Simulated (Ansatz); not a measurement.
# C3H8OSi: rotation by 120° about the C1–C2 bond, part 2 of 2

Aim: the minimum-energy path and barrier of the rotation by 120° about the C1–C2 bond. The ends are relaxed first, then joined by a nudged elastic band. SMILES of the start: CC=C[SiH2]O.

Ansatz 0.2.0; RKS PBE0-D4/def2-mTZVP. The steps go on from the part before.

**6. Frequencies at the highest image**

The geometry is the highest inner image of the first converged band.

input.yaml reads:

```yaml
crystal:
  periodic: [false, false, false]
  atoms:
    - { symbol: C, position_ang: [-1.555894, 1.319971, 0.984369] }
    - { symbol: C, position_ang: [-0.647026, 0.515006, 0.105283] }
    - { symbol: C, position_ang: [0.211964, -0.412949, 0.529954] }
    - { symbol: Si, position_ang: [1.313198, -1.368369, -0.619475] }
    - { symbol: O, position_ang: [1.25768, -0.74774, -2.158717] }
    - { symbol: H, position_ang: [-2.229736, 0.672036, 1.551485] }
    - { symbol: H, position_ang: [-0.985884, 1.904893, 1.711363] }
    - { symbol: H, position_ang: [-2.169369, 2.013224, 0.408019] }
    - { symbol: H, position_ang: [-0.709027, 0.712804, -0.964578] }
    - { symbol: H, position_ang: [0.268386, -0.611748, 1.602391] }
    - { symbol: H, position_ang: [2.70788, -1.355241, -0.086077] }
    - { symbol: H, position_ang: [0.875255, -2.780971, -0.757461] }
    - { symbol: H, position_ang: [1.682874, 0.104285, -2.291656] }
basis:
  gaussian: { orbitals: def2-mTZVP }
hamiltonian:
  xc: pbe0
  dispersion: d4
phonons: {}
```

Run with:

```
ansatz run input.yaml --threads 2 --pin off --max-ram 3072MiB --backend cpu --events-out ev --progress --plain --runs-dir out
```

The log of the run (excerpt; [...] marks lines left out):

```text
Warning: RAYON_NUM_THREADS=2 ignored (pool sized by the plan → 2); use --threads N
[...]
Functional definition: PBE0
[...]
1308 factors; integrals over basis functions are off by at most 6.1e-4 eV
[...]
mean field -13158.84486677 eV, -483.5786294686 hartree, gradient 6.4e-5 eV, S^2 0.000000; 0 other end points of the search recorded, 0 dependent functions left out
[...]
reference -13158.84490195 eV, -483.5786307613 hartree; 24, 24 occupied and 103, 103 virtual orbitals, 1308 factors
[...]
1308 factors; integrals over basis functions are off by at most 6.1e-4 eV
mean field -13158.84469148 eV, -483.5786230265 hartree, gradient 1.4e-6 eV, S^2 0.000000; 0 other end points of the search recorded, 0 dependent functions left out
[...]
reference -13158.84472666 eV, -483.5786243193 hartree; 24, 24 occupied and 103, 103 virtual orbitals, 1308 factors
[...]
1308 factors; integrals over basis functions are off by at most 6.1e-4 eV
[...]
WARN: phonons: modes at or below zero, which the zero-point energy, F, S and C_V leave out: 1, the lowest at -197.95 cm⁻¹. A minimum has none, and a first-order saddle one
[...]
Atom 5 at    -2.229736     0.672036     1.551485 Å, force    -0.000372     0.000398    -0.000261 eV/Å
Atom 6 at    -0.985884     1.904893     1.711363 Å, force    -0.000402     0.000161    -0.000457 eV/Å
Atom 7 at    -2.169369     2.013224     0.408019 Å, force    -0.000787     0.000774    -0.000312 eV/Å
Atom 8 at    -0.709027     0.712804    -0.964578 Å, force    -0.000022     0.000015     0.000069 eV/Å
Atom 9 at     0.268386    -0.611748     1.602391 Å, force    -0.000683     0.000125     0.000245 eV/Å
Atom 10 at     2.707880    -1.355241    -0.086077 Å, force    -0.000033     0.000110    -0.000252 eV/Å
Atom 11 at     0.875255    -2.780971    -0.757461 Å, force     0.000497     0.000000     0.000251 eV/Å
Atom 12 at     1.682874     0.104285    -2.291656 Å, force    -0.000272    -0.000941    -0.002293 eV/Å
Dipole moment:    -0.049694     0.374041     0.195232 e Å
Vibrations: -197.95 93.78 128.50 170.42 232.52 323.55 433.98 593.30 705.95 727.82 801.69 850.83 927.64 947.12 975.25 995.77 1017.51 1071.46 1081.83 1261.27 1361.86 1419.87 1506.67 1510.20 1699.86 2194.52 2239.61 3052.52 3107.95 3108.17 3125.73 3144.21 3908.88 cm⁻¹, zero-point energy 2.772301 eV
```

It took 3.2 min on 2 threads of Arm Neoverse V2, shared host; peak memory 0.3 GiB.

Of 33 modes, 1 is imaginary by more than 30 cm⁻¹ (198i cm⁻¹).

**7. Another band, settings changed**

crystal.atoms is end A as relaxed above, and neb.final_atoms is end B, turned to lie on A. With 9 inner images the band has 11 in all.

input.yaml reads:

```yaml
crystal:
  periodic: [false, false, false]
  atoms:
    - { symbol: C, position_ang: [-1.502677, 1.382283, 0.972758] }
    - { symbol: C, position_ang: [-0.572355, 0.594515, 0.116325] }
    - { symbol: C, position_ang: [0.040903, -0.537257, 0.465159] }
    - { symbol: Si, position_ang: [1.190776, -1.456713, -0.667514] }
    - { symbol: O, position_ang: [1.540041, -0.564709, -2.024161] }
    - { symbol: H, position_ang: [-1.631938, 0.925364, 1.955698] }
    - { symbol: H, position_ang: [-1.13561, 2.404534, 1.112732] }
    - { symbol: H, position_ang: [-2.486697, 1.468283, 0.499901] }
    - { symbol: H, position_ang: [-0.397524, 0.998782, -0.881862] }
    - { symbol: H, position_ang: [-0.144813, -0.933954, 1.465184] }
    - { symbol: H, position_ang: [2.435514, -1.807799, 0.078736] }
    - { symbol: H, position_ang: [0.577366, -2.709471, -1.178045] }
    - { symbol: H, position_ang: [2.107313, 0.201344, -1.900012] }
basis:
  gaussian: { orbitals: def2-mTZVP }
hamiltonian:
  xc: pbe0
  dispersion: d4
neb:
  order_check: false
  images: 9
  f_tol: 0.05
  max_iterations: 43
  initial_path: idpp
  spring: 50.0
  final_atoms:
    - { symbol: C, position_ang: [-1.52092385, 1.36643425, 0.96471545] }
    - { symbol: C, position_ang: [-0.61148676, 0.55440485, 0.10872308] }
    - { symbol: C, position_ang: [0.1397312, -0.46873094, 0.51838844] }
    - { symbol: Si, position_ang: [1.25201625, -1.42666006, -0.61929484] }
    - { symbol: O, position_ang: [1.36623815, -0.6945147, -2.10571248] }
    - { symbol: H, position_ang: [-2.55214252, 1.3061808, 0.60083815] }
    - { symbol: H, position_ang: [-1.50283145, 1.03273603, 2.00392534] }
    - { symbol: H, position_ang: [-1.24369971, 2.42550742, 0.93693634] }
    - { symbol: H, position_ang: [-0.57950794, 0.83923879, -0.94389997] }
    - { symbol: H, position_ang: [0.09563863, -0.74719663, 1.57300576] }
    - { symbol: H, position_ang: [2.59695977, -1.56663763, 0.01402865] }
    - { symbol: H, position_ang: [0.71807761, -2.78436504, -0.89826822] }
    - { symbol: H, position_ang: [1.86222961, 0.12880486, -2.13848669] }
```

Run with:

```
ansatz run input.yaml --threads 2 --pin off --max-ram 3072MiB --backend cpu --events-out ev --progress --plain --runs-dir out
```

The log of the run (excerpt; [...] marks lines left out):

```text
Warning: RAYON_NUM_THREADS=2 ignored (pool sized by the plan → 2); use --threads N
[...]
Functional definition: PBE0
[...]
1308 factors; integrals over basis functions are off by at most 4.9e-4 eV
[...]
mean field -13158.92387201 eV, -483.5815328575 hartree, gradient 6.5e-5 eV, S^2 0.000000; 0 other end points of the search recorded, 0 dependent functions left out
[...]
reference -13158.92390734 eV, -483.5815341559 hartree; 24, 24 occupied and 103, 103 virtual orbitals, 1308 factors
1308 factors; integrals over basis functions are off by at most 7.9e-4 eV
[...]
mean field -13158.92380765 eV, -483.5815304924 hartree, gradient 6.5e-5 eV, S^2 0.000000; 0 other end points of the search recorded, 0 dependent functions left out
[...]
reference -13158.92384329 eV, -483.5815318019 hartree; 24, 24 occupied and 103, 103 virtual orbitals, 1308 factors
[...]
Atom 3 at     1.313198    -1.368370    -0.619475 Å, force     0.000128    -0.000545    -0.002698 eV/Å
Atom 4 at     1.257678    -0.747734    -2.158715 Å, force     0.000863     0.000677     0.004517 eV/Å
Atom 5 at    -2.229733     0.672040     1.551487 Å, force    -0.000350     0.000409    -0.000276 eV/Å
Atom 6 at    -0.985885     1.904899     1.711357 Å, force    -0.000419     0.000238    -0.000486 eV/Å
Atom 7 at    -2.169369     2.013219     0.408010 Å, force    -0.000793     0.000799    -0.000328 eV/Å
Atom 8 at    -0.709022     0.712793    -0.964577 Å, force     0.000016     0.000015     0.000030 eV/Å
Atom 9 at     0.268391    -0.611751     1.602394 Å, force    -0.000714     0.000130     0.000263 eV/Å
Atom 10 at     2.707880    -1.355246    -0.086079 Å, force    -0.000035     0.000113    -0.000243 eV/Å
Atom 11 at     0.875250    -2.780970    -0.757466 Å, force     0.000505    -0.000018     0.000263 eV/Å
Atom 12 at     1.682865     0.104296    -2.291645 Å, force    -0.000383    -0.000881    -0.002054 eV/Å
Dipole moment:    -0.049695     0.374043     0.195233 e Å
this run last wrote the band of iteration 6 to <dir>
```

Run time: 3.6 min. Hardware: 2 threads of Arm Neoverse V2, shared host; peak memory 0.3 GiB.

**8. What the band shows**

The 9 inner images lie between the fixed ends 0 and 10. Energy is taken from image 0, and the path length is the program's own coordinate along the band.

| image | path (Å) | energy (eV) | dihedral H8–C1–C2–C3 (°) | band force (eV/Å) |
| --- | --- | --- | --- | --- |
| 0 | 0.000 | 0.0000 | -121 | - |
| 1 | 0.360 | 0.0037 | -127 | 0.023 |
| 2 | 0.721 | 0.0186 | -139 | 0.026 |
| 3 | 1.081 | 0.0440 | -152 | 0.019 |
| 4 | 1.441 | 0.0687 | -166 | 0.016 |
| 5* | 1.801 | 0.0789 | -180 | 0.005 |
| 6 | 2.156 | 0.0692 | 167 | 0.013 |
| 7 | 2.510 | 0.0450 | 153 | 0.023 |
| 8 | 2.865 | 0.0194 | 140 | 0.025 |
| 9 | 3.219 | 0.0042 | 129 | 0.018 |
| 10 | 3.574 | 0.0000 | 122 | - |

The star marks the climbing image.

image, energy (eV) and a bar:
```
        0      0.000 
        1      0.004 #
        2      0.019 #######
        3      0.044 #################
        4      0.069 ##########################
        5      0.079 ##############################
        6      0.069 ##########################
        7      0.045 #################
        8      0.019 #######
        9      0.004 ##
       10      0.000
```

**9. Results**

This closing draws on all 2 parts.

```
                                quantity                                                     value
                                   end A                                  13 moves, 0.320 eV lower
                                   end B                                  13 moves, 0.342 eV lower
            first band: barrier forwards                                                  0.079 eV
           first band: barrier backwards                                                  0.079 eV
first band: second end relative to first                                                  0.000 eV
               first band: highest image                                    5 of 0 to 10, climbing
             first band: band iterations                                                         6
              imaginary modes at the top                                                 198i cm⁻¹
                             second band  top 0.079 eV above image 0, 6 iterations, 9 inner images
             time, first and second band                                       3.7 min and 3.6 min
```

In the first band: the top lies 0.079 eV above the first end, or 3 kT at room temperature; with a typical attempt rate of 10^13 per second that is roughly 10^12 events a second. The two ends lie within 1 meV of each other. The listed dihedral goes from -121° at end A through -180° at the highest image to 122° at end B. One imaginary mode, as a first-order saddle point has. The second band's top agrees with the first's to 1 meV, so the changed settings hardly move the height. Zero-point energy and entropy are left out.
